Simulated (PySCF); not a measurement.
# C₄H₆BCl: NMR shifts at several levels of theory

Aim: compute the NMR shifts of C₄H₆BCl (`ClB[C@]12C[C@H]1C2`) at several levels, and see how far they spread and what each costs.

The runs use PySCF 2.14.0, with density-fitted response routines of our own; the level of theory stands in each step. All values are computed, except where a source is named. Atoms are numbered from 0 throughout.

### Step 1. The starting structure

12 atoms, charge 0, multiplicity 1; geometry from: PBE0-D3(BJ)/def2-SVP.

Bonds of the start (Å): Cl0–B1 1.76, B1–C2 1.52, C2–C3 1.51, C3–C4 1.48, C4–C5 1.48, C4–C2 1.52, C5–C2 1.51, B1–H6 1.21, C3–H7 1.10, C3–H8 1.09, C4–H9 1.09, C5–H10 1.10, C5–H11 1.09.

### Step 2. Shielding tensors: PBE0/6-31G*

The job: settings as JSON, then the geometry in Å.

```
{"job": {"kind": "nmr", "xc": "PBE0", "basis": "6-31G*", "pop": true}, "charge": 0, "multiplicity": 1}
Cl     3.377533    -0.542728     1.490421
B      2.090266     0.456092     0.820882
C      0.797018    -0.179461     0.350653
C     -0.522893     0.497533     0.069344
C     -0.397381    -0.341117     1.280110
C      0.224613    -1.536018     0.666470
H      2.272715     1.648554     0.792453
H     -1.118513     0.109516    -0.769049
H     -0.568756     1.583662     0.198152
H     -0.452432    -0.052783     2.329805
H     -0.326511    -2.051032    -0.133120
H      0.825585    -2.189297     1.306904
```

Level: GIAO PBE0/6-31G* NMR shielding, non-relativistic, gas phase.

Launch:

```console
> OMP_NUM_THREADS=1 python probes_run.py task.json out
```

The driver reads the jobs from task.json and runs them one after another.

Standard output:

```text
coarse grid: 10776 points
cycle   1  E = -640.6892418891  dE =  9.309e-01  |g| = 2.867e-01  |ddm| = 3.266e+00
cycle   2  E = -640.6913081580  dE = -2.066e-03  |g| = 2.951e-01  |ddm| = 7.019e-01
cycle   3  E = -640.7142835270  dE = -2.298e-02  |g| = 4.199e-02  |ddm| = 3.645e-01
cycle   4  E = -640.7146846877  dE = -4.012e-04  |g| = 1.402e-02  |ddm| = 6.053e-02
cycle   5  E = -640.7147331930  dE = -4.851e-05  |g| = 5.071e-03  |ddm| = 2.148e-02
cycle   6  E = -640.7147397992  dE = -6.606e-06  |g| = 1.639e-03  |ddm| = 7.282e-03
final grid: 100024 points
cycle   7  E = -640.6625860721  dE = -1.975e-05  |g| = 7.988e-03  |ddm| = 2.088e-02
cycle   8  E = -640.6625743084  dE =  1.176e-05  |g| = 1.050e-02  |ddm| = 1.898e-02
cycle   9  E = -640.6626035619  dE = -2.925e-05  |g| = 8.403e-04  |ddm| = 1.081e-02
cycle  10  E = -640.6626037472  dE = -1.854e-07  |g| = 2.670e-04  |ddm| = 1.151e-03
cycle  11  E = -640.6626037646  dE = -1.740e-08  |g| = 6.721e-05  |ddm| = 3.226e-04
cycle  12  E = -640.6626037658  dE = -1.118e-09  |g| = 1.769e-05  |ddm| = 8.483e-05
cycle  13  E = -640.6626037658  dE = -7.185e-11  |g| = 5.051e-06  |ddm| = 1.981e-05
converged SCF energy = -640.6626037658

GIAO shielding tensors (ppm)
atom      isotropic    diamagn.    paramagn.     s11        s22        s33       span
  0 Cl     753.076    1146.978    -393.902    450.261    738.399   1070.568    620.307
  1 B       50.184     199.611    -149.427     -9.235     47.106    112.680    121.915
  2 C      180.847     244.545     -63.697    155.411    170.717    216.414     61.003
  3 C      156.712     254.729     -98.017    138.790    157.035    174.310     35.520
  4 C      171.070     255.071     -84.000    144.967    180.411    187.833     42.866
  5 C      159.148     257.240     -98.092    146.139    157.612    173.692     27.554
  6 H       25.403      29.465      -4.061     23.919     24.767     27.525      3.606
  7 H       30.774      31.210      -0.436     25.479     28.114     38.729     13.250
  8 H       30.117      30.884      -0.768     25.047     26.124     39.179     14.132
  9 H       29.678      29.946      -0.268     25.238     26.389     37.409     12.172
 10 H       30.960      31.270      -0.311     25.624     28.059     39.196     13.572
 11 H       29.897      30.029      -0.133     23.969     27.833     37.889     13.920
```

It took 10 s on 1 thread of Arm Neoverse V1, shared host; peak memory 0.56 GiB.

The references, computed at this level on geometries of the same kind, shield at (ppm): 1H TMS 31.96, 13C TMS 194.1, 11B BF3·OEt2 112.3, 35Cl HCl 930. Their shielding less the atom's gives the shift. The references are single molecules in the gas phase. Atoms listed in one row are averaged.

```
  atoms                               environment  σ (ppm)  δ (ppm)
 C3, C5                three-membered-ring carbon    157.9     36.2
     C4                three-membered-ring carbon    171.1     23.1
     C2                three-membered-ring carbon    180.8     13.3
     H6       hydrogen on a boron bonded to C, Cl    25.40     6.56
     H9  hydrogen on a three-membered-ring carbon    29.68     2.28
H8, H11  hydrogen on a three-membered-ring carbon    30.01     1.96
H7, H10  hydrogen on a three-membered-ring carbon    30.87     1.10
    Cl0                      chlorine bonded to B      753      177
     B1                  boron bonded to C, Cl, H     50.2     62.1
```

The run also stored atomic charges by several schemes (e):

```
 atoms  Mulliken    IAO  Hirshfeld  ESP fit
   Cl0     -0.15  -0.09      -0.11    -0.16
    B1      0.04   0.06       0.13     0.14
    C2      0.05  -0.13      -0.08     0.11
C3, C5     -0.41  -0.25      -0.06    -0.50
    C4     -0.12  -0.10      -0.02     0.01
```

Mayer bond orders: Cl0–B1 1.15, B1–C2 1.16, C2–C3 0.92, C3–C4 1.00, C4–C5 0.99, C4–C2 0.70, C5–C2 0.93.

Ring of atoms C2, C3, C4: NICS(0) -47.6, NICS(1) -10.8, NICS(1)zz -21.1 ppm (means of both faces; NICS(1) differs between them: -12.6 and -9.0).

In rings of three or four atoms NICS is ruled by the nearby σ bonds, so it says little on aromaticity.

Ring of atoms C2, C4, C5: NICS(0) -48.2, NICS(1) -10.9, NICS(1)zz -21.5 ppm (means of both faces; NICS(1) differs between them: -12.5 and -9.3).

In rings of three or four atoms NICS is ruled by the nearby σ bonds, so it says little on aromaticity.

### Step 3. Shielding tensors: PBE0/6-311+G(2d,p)

Settings changed since step 2:

```diff
@@ -1,2 +1,2 @@
-{"job": {"kind": "nmr", "xc": "PBE0", "basis": "6-31G*", "pop": true}, "charge": 0, "multiplicity": 1}
+{"job": {"kind": "nmr", "xc": "PBE0", "basis": "6-311+G(2d,p)", "pop": true}, "charge": 0, "multiplicity": 1}
 Cl     3.377533    -0.542728     1.490421
```

Level: GIAO PBE0/6-311+G(2d,p) NMR shielding, non-relativistic, gas phase.

Standard output:

```text
coarse grid: 10776 points
cycle   1  E = -640.7165728436  dE =  9.056e-01  |g| = 2.908e-01  |ddm| = 3.522e+00
cycle   2  E = -640.7168671584  dE = -2.943e-04  |g| = 3.025e-01  |ddm| = 9.028e-01
cycle   3  E = -640.7395551406  dE = -2.269e-02  |g| = 5.117e-02  |ddm| = 5.221e-01
cycle   4  E = -640.7400432829  dE = -4.881e-04  |g| = 2.482e-02  |ddm| = 9.250e-02
cycle   5  E = -640.7401751662  dE = -1.319e-04  |g| = 6.152e-03  |ddm| = 3.818e-02
cycle   6  E = -640.7401839591  dE = -8.793e-06  |g| = 2.581e-03  |ddm| = 1.315e-02
final grid: 100024 points
cycle   7  E = -640.7413314257  dE = -4.382e-05  |g| = 8.608e-03  |ddm| = 1.211e-01
cycle   8  E = -640.7413129432  dE =  1.848e-05  |g| = 1.211e-02  |ddm| = 3.696e-02
cycle   9  E = -640.7413507412  dE = -3.780e-05  |g| = 1.049e-03  |ddm| = 2.087e-02
cycle  10  E = -640.7413509962  dE = -2.550e-07  |g| = 4.009e-04  |ddm| = 2.137e-03
cycle  11  E = -640.7413510349  dE = -3.867e-08  |g| = 9.306e-05  |ddm| = 6.387e-04
cycle  12  E = -640.7413510368  dE = -1.889e-09  |g| = 2.537e-05  |ddm| = 1.608e-04
cycle  13  E = -640.7413510369  dE = -1.428e-10  |g| = 6.206e-06  |ddm| = 2.878e-05
converged SCF energy = -640.7413510369

GIAO shielding tensors (ppm)
atom      isotropic    diamagn.    paramagn.     s11        s22        s33       span
  0 Cl     722.853    1147.264    -424.411    410.333    720.432   1037.793    627.460
  1 B       38.217     195.118    -156.901    -26.357     36.396    104.613    130.969
  2 C      171.902     234.190     -62.288    144.634    160.962    210.110     65.476
  3 C      147.430     251.079    -103.649    127.684    148.072    166.533     38.849
  4 C      162.599     255.015     -92.416    131.920    173.438    182.438     50.518
  5 C      150.152     253.099    -102.948    136.247    148.918    165.291     29.044
  6 H       24.818      28.973      -4.155     23.212     24.106     27.136      3.924
  7 H       30.402      32.789      -2.386     25.120     27.588     38.500     13.380
  8 H       29.650      32.207      -2.557     24.522     25.494     38.933     14.410
  9 H       29.266      30.408      -1.141     24.793     25.992     37.014     12.221
 10 H       30.581      32.221      -1.640     25.235     27.580     38.928     13.693
 11 H       29.381      31.362      -1.980     23.460     27.224     37.460     14.000
```

It took 30 s on 1 thread of Arm Neoverse V1, shared host; peak memory 0.95 GiB.

In short: δ C3 37.6, C4 23.8, C2 14.5, Cl0 225, H6 6.69, H9 2.24 ppm (means over like atoms).

### Step 4. Nuclear shieldings: PBE0/def2-SVP

Settings changed since step 3:

```diff
@@ -1,2 +1,2 @@
-{"job": {"kind": "nmr", "xc": "PBE0", "basis": "6-311+G(2d,p)", "pop": true}, "charge": 0, "multiplicity": 1}
+{"job": {"kind": "nmr", "xc": "PBE0", "basis": "def2-SVP", "pop": true}, "charge": 0, "multiplicity": 1}
 Cl     3.377533    -0.542728     1.490421
```

With the program's defaults for keys left out, this is: GIAO PBE0/def2-SVP NMR shielding, non-relativistic, gas phase.

Standard output:

```text
coarse grid: 10776 points
cycle   1  E = -640.3200088984  dE =  8.697e-01  |g| = 2.546e-01  |ddm| = 3.738e+00
cycle   2  E = -640.3226697379  dE = -2.661e-03  |g| = 2.583e-01  |ddm| = 7.302e-01
cycle   3  E = -640.3397811813  dE = -1.711e-02  |g| = 4.088e-02  |ddm| = 3.540e-01
cycle   4  E = -640.3401368936  dE = -3.557e-04  |g| = 1.578e-02  |ddm| = 6.410e-02
cycle   5  E = -640.3401894040  dE = -5.251e-05  |g| = 6.119e-03  |ddm| = 2.470e-02
cycle   6  E = -640.3401996979  dE = -1.029e-05  |g| = 1.375e-03  |ddm| = 9.104e-03
cycle   7  E = -640.3402002094  dE = -5.115e-07  |g| = 2.810e-04  |ddm| = 2.151e-03
final grid: 100024 points
cycle   8  E = -640.4130070364  dE = -2.528e-05  |g| = 6.372e-03  |ddm| = 2.921e-02
cycle   9  E = -640.4130014537  dE =  5.583e-06  |g| = 7.965e-03  |ddm| = 1.582e-02
cycle  10  E = -640.4130182857  dE = -1.683e-05  |g| = 5.608e-04  |ddm| = 8.780e-03
cycle  11  E = -640.4130183683  dE = -8.255e-08  |g| = 1.319e-04  |ddm| = 9.427e-04
cycle  12  E = -640.4130183721  dE = -3.792e-09  |g| = 5.462e-05  |ddm| = 1.725e-04
cycle  13  E = -640.4130183728  dE = -6.994e-10  |g| = 1.389e-05  |ddm| = 7.945e-05
converged SCF energy = -640.4130183728

GIAO shielding tensors (ppm)
atom      isotropic    diamagn.    paramagn.     s11        s22        s33       span
  0 Cl     750.859    1145.694    -394.835    441.533    723.173   1087.870    646.337
  1 B       47.122     198.225    -151.104    -14.785     43.027    113.122    127.907
  2 C      181.050     247.764     -66.714    154.501    172.144    216.503     62.002
  3 C      156.763     251.551     -94.788    137.581    158.048    174.660     37.080
  4 C      171.147     251.949     -80.802    143.244    180.595    189.603     46.359
  5 C      159.082     254.931     -95.849    145.165    158.586    173.495     28.330
  6 H       24.879      29.822      -4.943     23.370     24.376     26.890      3.520
  7 H       30.393      31.410      -1.016     24.885     27.709     38.587     13.702
  8 H       29.773      30.944      -1.171     24.480     25.813     39.025     14.544
  9 H       29.259      31.362      -2.103     24.746     25.870     37.160     12.414
 10 H       30.599      31.830      -1.231     25.034     27.699     39.063     14.028
 11 H       29.545      30.195      -0.650     23.456     27.495     37.685     14.229
```

It took 10 s on 1 thread of Arm Neoverse V1, shared host; peak memory 0.62 GiB.

This run: δ C3 35.8, C4 22.6, C2 12.7, Cl0 217, H6 6.46, H9 2.08 ppm (means over like atoms).

### Step 5. Nuclear shieldings: PBE0/def2-TZVP

Settings changed since step 4:

```diff
@@ -1,2 +1,2 @@
-{"job": {"kind": "nmr", "xc": "PBE0", "basis": "def2-SVP", "pop": true}, "charge": 0, "multiplicity": 1}
+{"job": {"kind": "nmr", "xc": "PBE0", "basis": "def2-TZVP", "pop": true}, "charge": 0, "multiplicity": 1}
 Cl     3.377533    -0.542728     1.490421
```

Method: GIAO PBE0/def2-TZVP NMR shielding, non-relativistic, gas phase.

Standard output:

```text
coarse grid: 10776 points
cycle   1  E = -640.7437451020  dE =  9.150e-01  |g| = 2.915e-01  |ddm| = 2.648e+00
cycle   2  E = -640.7433327461  dE =  4.124e-04  |g| = 3.152e-01  |ddm| = 7.212e-01
cycle   3  E = -640.7677664443  dE = -2.443e-02  |g| = 4.865e-02  |ddm| = 4.202e-01
cycle   4  E = -640.7682124486  dE = -4.460e-04  |g| = 2.438e-02  |ddm| = 6.773e-02
cycle   5  E = -640.7683342175  dE = -1.218e-04  |g| = 5.878e-03  |ddm| = 2.371e-02
cycle   6  E = -640.7683414725  dE = -7.255e-06  |g| = 2.962e-03  |ddm| = 7.411e-03
final grid: 100024 points
cycle   7  E = -640.7572828948  dE = -4.918e-05  |g| = 9.668e-03  |ddm| = 7.565e-02
cycle   8  E = -640.7572586550  dE =  2.424e-05  |g| = 1.366e-02  |ddm| = 2.337e-02
cycle   9  E = -640.7573061279  dE = -4.747e-05  |g| = 1.248e-03  |ddm| = 1.286e-02
cycle  10  E = -640.7573064803  dE = -3.524e-07  |g| = 4.473e-04  |ddm| = 1.501e-03
cycle  11  E = -640.7573065281  dE = -4.783e-08  |g| = 1.007e-04  |ddm| = 4.857e-04
cycle  12  E = -640.7573065303  dE = -2.139e-09  |g| = 2.755e-05  |ddm| = 1.105e-04
cycle  13  E = -640.7573065304  dE = -1.596e-10  |g| = 6.926e-06  |ddm| = 2.685e-05
converged SCF energy = -640.7573065304

GIAO shielding tensors (ppm)
atom      isotropic    diamagn.    paramagn.     s11        s22        s33       span
  0 Cl     699.787    1144.533    -444.746    374.160    696.733   1028.468    654.307
  1 B       36.587     194.341    -157.754    -28.584     33.681    104.663    133.247
  2 C      172.340     244.069     -71.729    144.417    161.310    211.291     66.874
  3 C      147.133     246.621     -99.488    126.963    147.660    166.776     39.813
  4 C      163.246     254.563     -91.317    132.013    174.129    183.597     51.584
  5 C      149.968     249.467     -99.499    135.565    148.603    165.735     30.170
  6 H       24.774      29.164      -4.390     23.208     23.992     27.122      3.914
  7 H       30.367      30.494      -0.127     25.101     27.567     38.433     13.331
  8 H       29.590      30.687      -1.097     24.455     25.393     38.922     14.468
  9 H       29.157      30.483      -1.326     24.711     25.841     36.918     12.207
 10 H       30.555      30.568      -0.013     25.233     27.568     38.864     13.630
 11 H       29.331      30.511      -1.180     23.372     27.160     37.460     14.087
```

Wall time 36 s (1 thread of Arm Neoverse V1, shared host); peak memory 1 GiB.

In short: δ C3 38.1, C4 23.4, C2 14.3, Cl0 233, H6 6.71, H9 2.32 ppm (means over like atoms).

### Step 6. Nuclear shieldings: PBE0/cc-pVDZ

Settings changed since step 5:

```diff
@@ -1,2 +1,2 @@
-{"job": {"kind": "nmr", "xc": "PBE0", "basis": "def2-TZVP", "pop": true}, "charge": 0, "multiplicity": 1}
+{"job": {"kind": "nmr", "xc": "PBE0", "basis": "cc-pVDZ", "pop": true}, "charge": 0, "multiplicity": 1}
 Cl     3.377533    -0.542728     1.490421
```

With the program's defaults for keys left out, this is: GIAO PBE0/cc-pVDZ NMR shielding, non-relativistic, gas phase.

Standard output:

```text
coarse grid: 10776 points
cycle   1  E = -640.6611652976  dE =  9.577e-01  |g| = 2.696e-01  |ddm| = 6.451e+00
cycle   2  E = -640.6628468706  dE = -1.682e-03  |g| = 2.798e-01  |ddm| = 1.189e+00
cycle   3  E = -640.6832960713  dE = -2.045e-02  |g| = 4.157e-02  |ddm| = 5.403e-01
cycle   4  E = -640.6836821484  dE = -3.861e-04  |g| = 1.541e-02  |ddm| = 9.556e-02
cycle   5  E = -640.6837368552  dE = -5.471e-05  |g| = 5.610e-03  |ddm| = 3.475e-02
cycle   6  E = -640.6837453146  dE = -8.459e-06  |g| = 1.573e-03  |ddm| = 1.182e-02
final grid: 100024 points
cycle   7  E = -640.6997886365  dE = -1.997e-05  |g| = 8.412e-03  |ddm| = 5.898e-02
cycle   8  E = -640.6997740958  dE =  1.454e-05  |g| = 1.126e-02  |ddm| = 3.289e-02
cycle   9  E = -640.6998081103  dE = -3.401e-05  |g| = 8.376e-04  |ddm| = 1.850e-02
cycle  10  E = -640.6998082946  dE = -1.843e-07  |g| = 2.729e-04  |ddm| = 1.948e-03
cycle  11  E = -640.6998083127  dE = -1.810e-08  |g| = 7.536e-05  |ddm| = 4.634e-04
cycle  12  E = -640.6998083140  dE = -1.357e-09  |g| = 2.001e-05  |ddm| = 1.440e-04
cycle  13  E = -640.6998083141  dE = -9.959e-11  |g| = 5.161e-06  |ddm| = 4.067e-05
converged SCF energy = -640.6998083141

GIAO shielding tensors (ppm)
atom      isotropic    diamagn.    paramagn.     s11        s22        s33       span
  0 Cl     752.184    1147.704    -395.520    458.246    733.468   1064.837    606.591
  1 B       49.209     200.475    -151.266    -12.203     46.337    113.492    125.695
  2 C      180.630     245.571     -64.941    153.814    171.077    217.000     63.186
  3 C      157.962     252.187     -94.226    138.745    159.176    175.964     37.219
  4 C      172.273     254.797     -82.524    142.903    182.921    190.994     48.091
  5 C      160.178     253.859     -93.681    145.985    159.859    174.688     28.703
  6 H       24.666      29.720      -5.054     23.040     24.137     26.822      3.782
  7 H       30.259      31.616      -1.358     24.906     27.596     38.274     13.368
  8 H       29.510      31.074      -1.564     24.321     25.490     38.718     14.397
  9 H       29.077      30.768      -1.691     24.641     25.735     36.855     12.215
 10 H       30.468      31.606      -1.138     25.094     27.573     38.736     13.642
 11 H       29.247      29.706      -0.459     23.206     27.203     37.333     14.127
```

Wall time 13 s (1 thread of Arm Neoverse V1, shared host); peak memory 0.66 GiB.

In short: δ C3 37.7, C4 24.5, C2 16.1, Cl0 208, H6 6.62, H9 2.21 ppm (means over like atoms).

### Step 7. Shielding tensors: PBE0/cc-pVTZ

Settings changed since step 6:

```diff
@@ -1,2 +1,2 @@
-{"job": {"kind": "nmr", "xc": "PBE0", "basis": "cc-pVDZ", "pop": true}, "charge": 0, "multiplicity": 1}
+{"job": {"kind": "nmr", "xc": "PBE0", "basis": "cc-pVTZ", "pop": true}, "charge": 0, "multiplicity": 1}
 Cl     3.377533    -0.542728     1.490421
```

Level: GIAO PBE0/cc-pVTZ NMR shielding, non-relativistic, gas phase.

Standard output:

```text
coarse grid: 10776 points
cycle   1  E = -640.7343879005  dE =  9.182e-01  |g| = 2.883e-01  |ddm| = 6.946e+00
cycle   2  E = -640.7341889297  dE =  1.990e-04  |g| = 3.140e-01  |ddm| = 1.155e+00
cycle   3  E = -640.7584568307  dE = -2.427e-02  |g| = 4.700e-02  |ddm| = 5.781e-01
cycle   4  E = -640.7588781723  dE = -4.213e-04  |g| = 2.223e-02  |ddm| = 9.826e-02
cycle   5  E = -640.7589821043  dE = -1.039e-04  |g| = 6.149e-03  |ddm| = 3.565e-02
cycle   6  E = -640.7589910875  dE = -8.983e-06  |g| = 2.397e-03  |ddm| = 1.251e-02
final grid: 100024 points
cycle   7  E = -640.7610098494  dE = -6.054e-05  |g| = 9.195e-03  |ddm| = 1.130e-01
cycle   8  E = -640.7609899521  dE =  1.990e-05  |g| = 1.276e-02  |ddm| = 3.625e-02
cycle   9  E = -640.7610311421  dE = -4.119e-05  |g| = 1.096e-03  |ddm| = 2.034e-02
cycle  10  E = -640.7610314181  dE = -2.760e-07  |g| = 4.295e-04  |ddm| = 2.351e-03
cycle  11  E = -640.7610314620  dE = -4.388e-08  |g| = 1.090e-04  |ddm| = 6.782e-04
cycle  12  E = -640.7610314646  dE = -2.612e-09  |g| = 2.682e-05  |ddm| = 1.835e-04
cycle  13  E = -640.7610314647  dE = -1.553e-10  |g| = 7.217e-06  |ddm| = 4.952e-05
converged SCF energy = -640.7610314647

GIAO shielding tensors (ppm)
atom      isotropic    diamagn.    paramagn.     s11        s22        s33       span
  0 Cl     729.567    1146.794    -417.226    418.358    727.818   1042.525    624.167
  1 B       37.852     195.406    -157.554    -26.480     35.010    105.026    131.507
  2 C      172.488     244.866     -72.379    145.105    161.338    211.020     65.915
  3 C      147.867     246.642     -98.775    128.151    148.251    167.200     39.048
  4 C      163.587     253.997     -90.409    133.053    174.456    183.252     50.199
  5 C      150.614     248.719     -98.105    136.638    149.129    166.074     29.436
  6 H       24.737      29.128      -4.390     23.136     23.960     27.115      3.979
  7 H       30.186      30.660      -0.475     24.878     27.336     38.342     13.464
  8 H       29.413      30.752      -1.339     24.222     25.191     38.825     14.603
  9 H       28.970      29.598      -0.628     24.464     25.584     36.863     12.399
 10 H       30.379      30.437      -0.058     25.013     27.339     38.784     13.771
 11 H       29.150      30.306      -1.156     23.119     26.957     37.374     14.254
```

Run time: 53 s. Hardware: 1 thread of Arm Neoverse V1, shared host; peak memory 1 GiB.

In short: δ C3 38.1, C4 23.7, C2 14.8, Cl0 223, H6 6.55, H9 2.32 ppm (means over like atoms).

(Part 1 of 2 ends here.)
